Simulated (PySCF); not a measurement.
# Te: excitation energy in aug-cc-pwCVTZ-DK3

Aim: the excitation energy of tellurium from differences of total energies, at each level of theory, and how far each lands from the tabulated value where there is one.

Method: unrestricted determinants in a Gaussian basis, no spin-orbit coupling in the energies. Code: PySCF 2.14.0.

## Step 1: The atom as given

* Element: tellurium (Z = 52)
* Basis: aug-cc-pwCVTZ-DK3
* Hamiltonian: scalar relativity by spin-free X2C-1e
* State 1: Te: [Kr] 4d10 5s1 5p5, high-spin 3P determinant (an excited configuration)
* Needed too, but not shown: Te [Kr] 4d10 5s2 5p4 (3P)
* Methods: UHF, LDA, PBE, PBE0, r2SCAN, HSE06, B2PLYP, BLYP, MP2
* Core shells frozen in the correlated runs: valence: [Kr] 4d10; valence and next inner shell: [Ar] 3d10 (for Te)

The outer shells:

Te [Kr] 4d10 5s1 5p5
```
[Kr] core
4d [↑↓][↑↓][↑↓][↑↓][↑↓]
5s [↑ ]
5p [↑↓][↑↓][↑ ]
```

The runs were made by one driver on top of PySCF. The scripts below sum up each run's settings (the driver also hands on starting orbitals that pick excited configurations, and frozen orbitals as a list rather than a count), and the logs come from the driver's own runs. The driver starts from symmetry-adapted Hartree-Fock orbitals, holds the occupation by maximum overlap and uses a logarithmic radial grid for functionals, so a plain start would take other cycles.

The driver's launch:

```
$ OMP_NUM_THREADS=1 python atomrun2.py TASK.json OUT
```

The integrals over 109 functions and the set-up took 9.7 s of CPU time.

## Step 2: Te [Kr] 4d10 5s1 5p5: the ladder of methods

**UHF**

Input file input.py:

```python
from pyscf import gto, scf, dft, mp, cc
import basis_set_exchange as bse
mol = gto.M(atom="Te 0 0 0", charge=0, spin=2, symmetry="D2h",
            basis=gto.basis.parse(bse.get_basis("aug-cc-pwCVTZ-DK3", elements=["Te"], fmt="nwchem", header=False)),
            nucmod="G")
mf = scf.UHF(mol).sfx2c1e()
mf.irrep_nelec = {'Ag': (9, 8), 'B1g': (2, 2), 'B2g': (2, 2), 'B3g': (2, 2), 'B1u': (4, 4), 'B2u': (4, 4), 'B3u': (4, 3)}
mf.kernel()
```

**LDA**

Changes to input.py:

```diff
@@ -5,3 +5,3 @@
             nucmod="G")
-mf = scf.UHF(mol).sfx2c1e()
+mf = dft.UKS(mol, xc="LDA,VWN").sfx2c1e()
 mf.irrep_nelec = {'Ag': (9, 8), 'B1g': (2, 2), 'B2g': (2, 2), 'B3g': (2, 2), 'B1u': (4, 4), 'B2u': (4, 4), 'B3u': (4, 3)}
```

**PBE**

Changes to input.py:

```diff
@@ -5,3 +5,3 @@
             nucmod="G")
-mf = dft.UKS(mol, xc="LDA,VWN").sfx2c1e()
+mf = dft.UKS(mol, xc="PBE").sfx2c1e()
 mf.irrep_nelec = {'Ag': (9, 8), 'B1g': (2, 2), 'B2g': (2, 2), 'B3g': (2, 2), 'B1u': (4, 4), 'B2u': (4, 4), 'B3u': (4, 3)}
```

**PBE0**

Changes to input.py:

```diff
@@ -5,3 +5,3 @@
             nucmod="G")
-mf = dft.UKS(mol, xc="PBE").sfx2c1e()
+mf = dft.UKS(mol, xc="PBE0").sfx2c1e()
 mf.irrep_nelec = {'Ag': (9, 8), 'B1g': (2, 2), 'B2g': (2, 2), 'B3g': (2, 2), 'B1u': (4, 4), 'B2u': (4, 4), 'B3u': (4, 3)}
```

**r2SCAN**

Changes to input.py:

```diff
@@ -5,3 +5,3 @@
             nucmod="G")
-mf = dft.UKS(mol, xc="PBE0").sfx2c1e()
+mf = dft.UKS(mol, xc="R2SCAN").sfx2c1e()
 mf.irrep_nelec = {'Ag': (9, 8), 'B1g': (2, 2), 'B2g': (2, 2), 'B3g': (2, 2), 'B1u': (4, 4), 'B2u': (4, 4), 'B3u': (4, 3)}
```

**HSE06**

Changes to input.py:

```diff
@@ -5,3 +5,3 @@
             nucmod="G")
-mf = dft.UKS(mol, xc="R2SCAN").sfx2c1e()
+mf = dft.UKS(mol, xc="HSE06").sfx2c1e()
 mf.irrep_nelec = {'Ag': (9, 8), 'B1g': (2, 2), 'B2g': (2, 2), 'B3g': (2, 2), 'B1u': (4, 4), 'B2u': (4, 4), 'B3u': (4, 3)}
```

**B2PLYP**

Changes to input.py:

```diff
@@ -5,3 +5,3 @@
             nucmod="G")
-mf = dft.UKS(mol, xc="HSE06").sfx2c1e()
+mf = dft.UKS(mol, xc="0.53*HF + 0.47*B88, 0.73*LYP").sfx2c1e()
 mf.irrep_nelec = {'Ag': (9, 8), 'B1g': (2, 2), 'B2g': (2, 2), 'B3g': (2, 2), 'B1u': (4, 4), 'B2u': (4, 4), 'B3u': (4, 3)}
```

**BLYP**

Changes to input.py:

```diff
@@ -5,3 +5,3 @@
             nucmod="G")
-mf = dft.UKS(mol, xc="0.53*HF + 0.47*B88, 0.73*LYP").sfx2c1e()
+mf = dft.UKS(mol, xc="BLYP").sfx2c1e()
 mf.irrep_nelec = {'Ag': (9, 8), 'B1g': (2, 2), 'B2g': (2, 2), 'B3g': (2, 2), 'B1u': (4, 4), 'B2u': (4, 4), 'B3u': (4, 3)}
```

**MP2 (valence)**

Changes to input.py:

```diff
@@ -5,4 +5,5 @@
             nucmod="G")
-mf = dft.UKS(mol, xc="BLYP").sfx2c1e()
+mf = scf.UHF(mol).sfx2c1e()
 mf.irrep_nelec = {'Ag': (9, 8), 'B1g': (2, 2), 'B2g': (2, 2), 'B3g': (2, 2), 'B1u': (4, 4), 'B2u': (4, 4), 'B3u': (4, 3)}
 mf.kernel()
+mp.UMP2(mf, frozen=23).kernel()
```

## Step 3: Te [Kr] 4d10 5s1 5p5, continued

**MP2 (valence and next inner shell)**

Edit input.py of step 2 so:

```diff
@@ -8,2 +8,2 @@
 mf.kernel()
-mp.UMP2(mf, frozen=23).kernel()
+mp.UMP2(mf, frozen=14).kernel()
```

What does the calculation give?

**Answer**, as computed:

| quantity | value |
| --- | --- |
| excitation energy, Te → [Kr] 4d10 5s1 5p5 | UHF 9.979, MP2 (valence and next inner shell) 9.300 eV |

The methods span 0.852 eV, from SCS-MP2 (valence) (9.127) to UHF (9.979). No reference value is at hand in this session. All values hold for this basis alone; no basis-set limit was taken.
